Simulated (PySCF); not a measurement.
**Al with other numerical set-ups**

Aim: see how much the energy and properties of Al depend on the numerical set-up.

Program: PySCF 2.14.0. Level of theory: each script names its method and basis. These are calculated values, not measurements.

1 further run of the same task is left out (it didn't finish).

## (1) The atom

Al: 1 atom, charge 0, spin multiplicity 2.

## (2) Base script

input.py

```python
from pyscf import gto, scf, cc

mol = gto.M(
    atom='Al 0 0 0',
    basis='pcseg-1',
    charge=0,
    spin=1,
    verbose=4,
)
mf = scf.ROHF(mol)
mf = mf.density_fit(auxbasis='def2-universal-jkfit')
mf.kernel()
mycc = cc.CCSD(mf)
mycc.kernel()
mf.dip_moment()
print('orbital energies (hartree):', mf.mo_energy[..., max(0, mol.nelec[1]-3):mol.nelec[0]+3].round(4))
```

Command:

```console
$ OMP_NUM_THREADS=1 python input.py
```

The log of this run is left out.

In short: E(SCF) = -241.845030 Eh, 7 cycles, E(CCSD) − E(SCF) = -0.04770 Eh.

## (3) Cartesian functions on

Edit 1 changes Cartesian functions: off → on.

input.py

```python
from pyscf import gto, scf, cc

mol = gto.M(
    atom='Al 0 0 0',
    basis='pcseg-1',
    charge=0,
    spin=1,
    cart=True,
    verbose=4,
)
mf = scf.ROHF(mol)
mf = mf.density_fit(auxbasis='def2-universal-jkfit')
mf.kernel()
mycc = cc.CCSD(mf)
mycc.kernel()
mf.dip_moment()
print('orbital energies (hartree):', mf.mo_energy[..., max(0, mol.nelec[1]-3):mol.nelec[0]+3].round(4))
```

Command:

```console
$ OMP_NUM_THREADS=1 python input.py
```

## (4) Cc-pvtz

Edit 2 changes basis set: pcseg-1 → cc-pvtz.

input.py, as its differences from that of step 2:

```diff
@@ -4,3 +4,3 @@
     atom='Al 0 0 0',
-    basis='pcseg-1',
+    basis='cc-pvtz',
     charge=0,
```

## (5) 6-31g*

Edit 3 changes basis set: pcseg-1 → 6-31g*.

input.py, as its differences from that of step 2:

```diff
@@ -4,3 +4,3 @@
     atom='Al 0 0 0',
-    basis='pcseg-1',
+    basis='6-31g*',
     charge=0,
```

## (6) Jorge-tzp-dkh (X2C on)

Edit 4 changes basis set: pcseg-1 → jorge-tzp-dkh; spin-free X2C: off → on.

input.py, as its differences from that of step 2:

```diff
@@ -4,3 +4,3 @@
     atom='Al 0 0 0',
-    basis='pcseg-1',
+    basis='jorge-tzp-dkh',
     charge=0,
@@ -10,2 +10,3 @@
 mf = scf.ROHF(mol)
+mf = mf.sfx2c1e()
 mf = mf.density_fit(auxbasis='def2-universal-jkfit')
```

## (7) Minao

Edit 5 changes basis set: pcseg-1 → minao.

input.py, as its differences from that of step 2:

```diff
@@ -4,3 +4,3 @@
     atom='Al 0 0 0',
-    basis='pcseg-1',
+    basis='minao',
     charge=0,
```

Before running it: what results should come out? Wanted: for each run, E(SCF); from base; after the SCF.

**Answer**, as computed:

```csv
run,E(SCF) (hartree),from base (eV),cycles,functions,after the SCF
base,-241.845030,0,7,18,CCSD correlation -1.298 eV
Cartesian functions on,-241.850041,-0.1363,7,19,CCSD correlation -1.343 eV
cc-pvtz,-241.875133,-0.8191,7,34,CCSD correlation -3.194 eV
6-31g*,-241.854171,-0.2487,6,18,CCSD correlation -1.372 eV
jorge-tzp-dkh (X2C on),-242.308322,not comparable,7,40,CCSD correlation -4.331 eV
minao,-241.875034,-0.8164,4,9,CCSD correlation -0.468 eV
```

**Reading.** The largest comparable shift of the SCF energy, -0.819 eV, comes with the run “cc-pvtz”. cc-pvtz (34 functions) gives an energy 0.82 eV lower than pcseg-1 (18). 6-31g* (18 functions) gives an energy 0.25 eV lower than pcseg-1 (18). minao (9 functions) gives an energy 0.82 eV lower than pcseg-1 (18); size alone doesn't order basis sets of different families.
